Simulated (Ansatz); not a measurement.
**WCl+ (septet): from Hartree-Fock to the top rungs, def2-SVP**

An exercise on one series of results from a longer session: the logs are not shown, and one member is left open.

The runs use Ansatz 0.2.0, Gaussian basis; def2-SVP, core rule «outside noble gas», up to 9 orbitals frozen.

Plan: UHF; CCSD(T) on ROHF; CCSD(T) on UHF; CISD as a restricted active space (open shells left free, so some higher excitations enter); CCSDT(Q) on ROHF; CCSDT(Q) on UHF.

15 further runs of the same task are left out: 2 for a known fault of the program, 7 that didn't finish, 6 set aside as unsound or not needed. Runs told in other sessions of the task aren't counted.

## The system

The geometry is a PBE0/def2-TZVP stationary point (not a proven minimum) of the parent state, kept for this charge and spin. No spin-orbit coupling is included. Elements past krypton take def2 core potentials.

2 atoms, charge 1, spin multiplicity 7.

Atoms are counted from 1 here; the program's logs count them from 0.

Bond lengths: W1–Cl2 2.156 Å.

Set-up of the first run:

in.yaml reads:

```yaml
crystal:
  periodic: [false, false, false]
  atoms:
    - {symbol: W, position_ang: [0.000000, 0.000000, 0.000000]}
    - {symbol: Cl, position_ang: [0.000000, 0.000000, 2.156200]}
basis:
  gaussian: {orbitals: def2-SVP}
total_charge: 1
magnetization: {spin_polarized: true, initial_magnetization: 6}
hamiltonian: {xc: hf}
output: {orbitals: {seedname: orbitals}}
```

On the command line:

```console
$ ansatz run in.yaml --threads 1 --pin off --events-out ev --progress --plain --max-ram 2393MiB
```

Steps of the session up to this table: UHF; CCSD(T) on ROHF; CCSD(T) on UHF; CISD as a restricted active space (open shells left free, so some higher excitations enter); CCSDT(Q) on ROHF; CCSDT(Q) on UHF.

One of the session's tables, all rows but one given; the rest of the session is left out.

| method | from RCCSDT(Q) (kcal/mol) |
| --- | --- |
| ROHF | +123.77 |
| UHF | +118.12 |
| RMP2 | +16.55 |
| UMP2 | +14.50 |
| RCCSD | +2.42 |
| UCCSD | -0.03 |
| RCCSD(T) | +0.46 |
| UCCSD(T) | -1.92 |
| RCCSDT | ? |
| UCCSDT | -2.23 |
| RCCSDT(Q) | 0 |
| UCCSDT(Q) | -2.38 |

Q: Estimate the row for RCCSDT from the others.

As computed: from RCCSDT(Q) (kcal/mol): +0.15. In the column «from RCCSDT(Q) (kcal/mol)» it lies between RCCSDT(Q) (0) and RCCSD(T) (+0.46).

Not comparable, so not listed: CISD as a restricted active space (open shells left free, so some higher excitations enter) (they don't share determinant, frozen orbitals or solution with the rows shown, or repeat one).

Caveats from the session: Restricted and unrestricted rows rest on different reference determinants; a gap between their highest levels can come from leftover correlation error, from unlike frozen cores or from another state.
